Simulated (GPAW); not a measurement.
A run of GPAW 26.7.0 is set up as follows.

Contents of run.py:

```python
from ase import Atoms
from ase.calculators.mixing import SumCalculator
from ase.filters import FrechetCellFilter
from ase.io import write
from ase.optimize import BFGS
from dftd4.ase import DFTD4
from gpaw import GPAW, PW, setup_paths

setup_paths.insert(0, '.')

atoms = Atoms(['Pd', 'Ge', 'Ge', 'Ge'],
              cell=[[4.142023, 0.0, 0.0],
                    [0.0, 4.142023, 0.0],
                    [0.0, 0.0, 4.142023]],
              scaled_positions=[[0.0, 0.0, 0.0],
                                [0.5, 0.5, 0.0],
                                [0.5, 0.0, 0.5],
                                [0.0, 0.5, 0.5]],
              pbc=True)

calc = GPAW(mode=PW(600),
            xc='PBEsol',
            kpts={'size': (7, 7, 7), 'gamma': True},
            occupations={'name': 'fermi-dirac', 'width': 0.05},
            nbands=27,
            convergence={'density': 1e-05, 'forces': 0.0001},
            maxiter=150,
            txt='gpaw.txt')
atoms.calc = SumCalculator([calc, DFTD4(method='pbesol')])
opt = BFGS(FrechetCellFilter(atoms), trajectory='relax.traj', logfile='-')
done = opt.run(fmax=0.02, steps=60)
calc.write('gs.gpw')
write('result.traj', atoms)
print('Converged:', done)
print('Cell:', atoms.cell.cellpar().round(4))
print('Volume:', round(atoms.get_volume(), 4))
print(atoms.get_scaled_positions().round(5))
```

Potentials or basis: PAW data sets generated in the run's folder for this functional, pw.

The run is started by

```sh
$ gpaw-setup -f PBEsol Ge Pd
$ OMP_NUM_THREADS=1 python run.py
```

Question: Estimate the band gap on the k mesh.

Answer: None (metal or under the smearing width).

Question: Estimate the relaxed volume.

Answer: 16.52 Å³/atom.

Question: Estimate the relaxed cell.

Answer: a = 4.043 Å, b = 4.043 Å, c = 4.043 Å, α = 90.00°, β = 90.00°, γ = 90.00°.

Question: Estimate the space group after relaxing (to 0.05 Å).

Answer: Pm-3m (No. 221).

Final structure:
```cif
data_structure
_symmetry_space_group_name_H-M 'P 1'
_symmetry_Int_Tables_number 1
_cell_length_a 4.0430
_cell_length_b 4.0430
_cell_length_c 4.0430
_cell_angle_alpha 90.000
_cell_angle_beta 90.000
_cell_angle_gamma 90.000
_cell_volume 66.09
loop_
_atom_site_label
_atom_site_type_symbol
_atom_site_fract_x
_atom_site_fract_y
_atom_site_fract_z
_atom_site_occupancy
Pd1 Pd 0.00000 0.00000 0.00000 1
Ge1 Ge 0.50000 0.50000 0.00000 1
Ge2 Ge 0.50000 0.00000 0.50000 1
Ge3 Ge 0.00000 0.50000 0.50000 1
```

Caveat: later steps reuse the first step's grids; pairwise dispersion overbinds metals, which lowers pressure and volume.
